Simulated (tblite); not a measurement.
# C6H11NOSi: the cost of one run

Programs: tblite 0.8.0 and PySCF 2.14.0, with density-fitted response routines of our own. Each step states its level of theory. These are calculated values for one molecule in the gas phase, unless marked as measured. Atoms count from 0, in the outputs and in this text.

## 1. Starting geometry

20 atoms, charge 0, multiplicity 1; geometry from: force field or distance geometry start.

Bonds of the start (Å): C0–C1 1.33, C1–C2 1.49, C2–C3 1.52, C3–C4 1.47, C4–N5 1.18, C3–O6 1.38, O6–Si7 1.71, Si7–C8 1.84, C0–H9 1.09, C0–H10 1.08, C1–H11 1.09, C2–H12 1.11, C2–H13 1.09, C3–H14 1.12, Si7–H15 1.46, Si7–H16 1.49, C8–H17 1.09, C8–H18 1.12, C8–H19 1.13.

## 2. Relaxing the molecule with GFN2-xTB

Job settings and geometry (Å):

```
{"job": {"kind": "relax", "xc": "GFN2-xTB", "basis": "xTB"}, "charge": 0, "multiplicity": 1}
C      2.794400     1.553300    -0.429600
C      2.434100     0.280800    -0.520700
C      1.389100    -0.254500     0.398100
C      0.268300    -0.761700    -0.501300
C      0.835200    -1.835000    -1.339100
N      1.289400    -2.689600    -2.011900
O     -0.826500    -1.251600     0.178500
Si    -2.289100    -0.460600    -0.210000
C     -2.897500     0.695200     1.088900
H      3.569100     1.874300    -1.122600
H      2.317500     2.221500     0.274900
H      2.935300    -0.364100    -1.239900
H      1.830300    -1.124600     0.930600
H      1.045600     0.486100     1.125200
H     -0.077600     0.071700    -1.168400
H     -2.024000     0.328600    -1.404800
H     -3.289300    -1.528800    -0.474200
H     -2.220700     1.503000     1.347400
H     -3.243500     0.108900     1.978400
H     -3.845600     1.157900     0.687800
```

Launch:

```console
$ OMP_NUM_THREADS=1 python probes_run.py task.json out
```

This one command runs all jobs of the session in turn.

**Question.** How long does this first job take on 1 thread of Arm Neoverse V1, shared host, and how much memory does it need?

About 1.3 s, with a peak of 0.18 GiB.
